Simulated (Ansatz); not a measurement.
Runs of Ansatz 0.2.0 on CrN2. Symmetry: Pnnm, No. 58, orthorhombic system. The conventional cell has a = 3.902 Å, b = 4.810 Å, c = 2.784 Å, α = 90.00°, β = 90.00°, γ = 90.00°. Around Cr (site symmetry 2/m) lie 6 N at 2.04 to 2.05 Å. Around N (site symmetry m) lie 1 N at 1.35 Å. The cell comes from a database or a generator and needn't be the stable form of this composition.

```csv
task,level,cell,cutoff (eV),points for each segment of the path,gap on the mesh (eV),pressure (GPa),moment (μB),V0 of scaled cells (Å³/atom),relaxed volume (Å³/atom),B0 (GPa),largest force (eV/Å)
relaxation of cell and atoms,PBE,relaxed,420,-,none,0.0,4.24,-,(b),-,-
band structure,r2SCAN,as given,500,14,none,(a),4.38,-,-,-,0.04
band structure,PBEsol,as given,420,14,none,-10.1,4.23,-,-,-,0.06
band structure,PBE,as given,420,14,none,-1.0,4.25,-,-,-,0.08
relaxation of cell and atoms,r2SCAN,relaxed,500,-,none,0.0,(c),-,8.64,-,-
equation of state,PBEsol,as given,420,-,-,-,-,8.39,-,292,-
band structure,LDA,as given,420,14,none,-17.9,4.19,-,-,-,0.27
relaxation of cell and atoms,LDA,relaxed,420,-,none,0.0,4.11,-,8.11,-,-
equation of state,PBE,as given,420,-,-,-,-,8.68,-,262,-
relaxation of cell and atoms,PBEsol,relaxed,420,-,none,0.0,4.18,-,8.35,-,-
```

Alike in all rows: potentials or basis Ansatz PAW; spin collinear, ferromagnetic start; k mesh 7 × 6 × 10; smearing fermi-dirac 0.05 eV.

Q: Estimate the missing entries.

A: (a) -2.7; (b) 8.68; (c) 4.34.

Caveats: only a ferromagnetic start was run, and an antiferromagnetic order may lie lower in energy (some runs); the PAW data sets come from PBE, with cores solved anew for the run's functional, which leaves a small shift of forces and pressure (some runs); the plane-wave basis is chosen anew once the cell has moved, so the energies of steps on either side of that aren't comparable (some runs); the magnetic or orbital state may not be the lowest (some runs); the cell was scaled at fixed shape and fractional positions, which overstates the stiffness of a crystal with free parameters, most of all of layers and chains (some runs).

A k mesh can miss the band edges.

A gap of «none» marks a metal or a gap under the smearing width.

Not every run made on this cell is shown here.
